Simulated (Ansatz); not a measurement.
# CH8AlNS: the cost of one run

Program: Ansatz 0.2.0. Level of theory: RKS PBE0-D4/STO-3G. These are calculated values, not measurements.

## (1) The structure to begin with

Bond lengths: Al1–N2 2.239 Å, N2–C3 1.455 Å, Al1–H4 1.540 Å, Al1–H5 1.539 Å, Al1–S7 2.639 Å, N2–H8 1.014 Å, C3–H9 1.093 Å, C3–H10 1.091 Å, C3–H11 1.094 Å, S7–H12 1.331 Å. Angles (14 of 16 angles, heavy atoms first): Al1–N2–C3 119.9°, N2–Al1–S7 76.6°, Al1–N2–H8 124.8°, C3–N2–H8 111.3°, N2–Al1–H4 115.6°, N2–Al1–H5 112.7°, H4–Al1–S7 111.8°, H5–Al1–S7 111.0°, N2–C3–H9 110.6°, N2–C3–H10 108.5°, N2–C3–H11 111.8°, Al1–S7–H12 91.4°, H4–Al1–H5 120.8°, H9–C3–H10 108.4°.

As a file:

```xyz
12

Al   -0.3127    1.6183   -0.2839
N    -0.1060   -0.6060   -0.4328
C    -0.8453   -1.4664    0.4778
H    -0.2986    2.3789   -1.6226
H    -1.2481    2.0521    0.8580
H     1.0280   -0.1628    0.1242
S     2.1274    1.1690    0.6141
H     0.1699   -1.1070   -1.2703
H    -1.7534   -1.8416   -0.0001
H    -1.1333   -0.8800    1.3521
H    -0.2446   -2.3193    0.8075
H     2.6167    1.1647   -0.6241
```

## (2) Pulling towards end A

Springs on the bonds that form and break draw the guess towards this end; the thresholds are loose.

input.yaml

```yaml
crystal:
  periodic: [false, false, false]
  atoms:
    - { symbol: Al, position_ang: [-0.3127, 1.6183, -0.2839] }
    - { symbol: "N", position_ang: [-0.106, -0.606, -0.4328] }
    - { symbol: C, position_ang: [-0.8453, -1.4664, 0.4778] }
    - { symbol: H, position_ang: [-0.2986, 2.3789, -1.6226] }
    - { symbol: H, position_ang: [-1.2481, 2.0521, 0.858] }
    - { symbol: H, position_ang: [1.028, -0.1628, 0.1242] }
    - { symbol: S, position_ang: [2.1274, 1.169, 0.6141] }
    - { symbol: H, position_ang: [0.1699, -1.107, -1.2703] }
    - { symbol: H, position_ang: [-1.7534, -1.8416, -0.0001] }
    - { symbol: H, position_ang: [-1.1333, -0.88, 1.3521] }
    - { symbol: H, position_ang: [-0.2446, -2.3193, 0.8075] }
    - { symbol: H, position_ang: [2.6167, 1.1647, -0.6241] }
basis:
  gaussian: { orbitals: STO-3G }
hamiltonian:
  xc: pbe0
  dispersion: d4
relax:
  f_tol: 0.15
  max_steps: 25
  restrain:
    - { distance: [0, 6], at: 3.56, k: 30.0 }
    - { distance: [5, 1], at: 2.32, k: 30.0 }
    - { distance: [0, 1], at: 1.92, k: 30.0 }
    - { distance: [5, 6], at: 1.36, k: 30.0 }
```

Command:

```console
$ ansatz run input.yaml --threads 1 --pin off --max-ram 2048MiB --backend cpu --events-out ev --progress --plain --runs-dir out
```

What time and memory should one allow on 1 thread of Intel Xeon Platinum 8488C (Sapphire Rapids), shared host?

About 17 s, with a peak of 0.16 GiB.
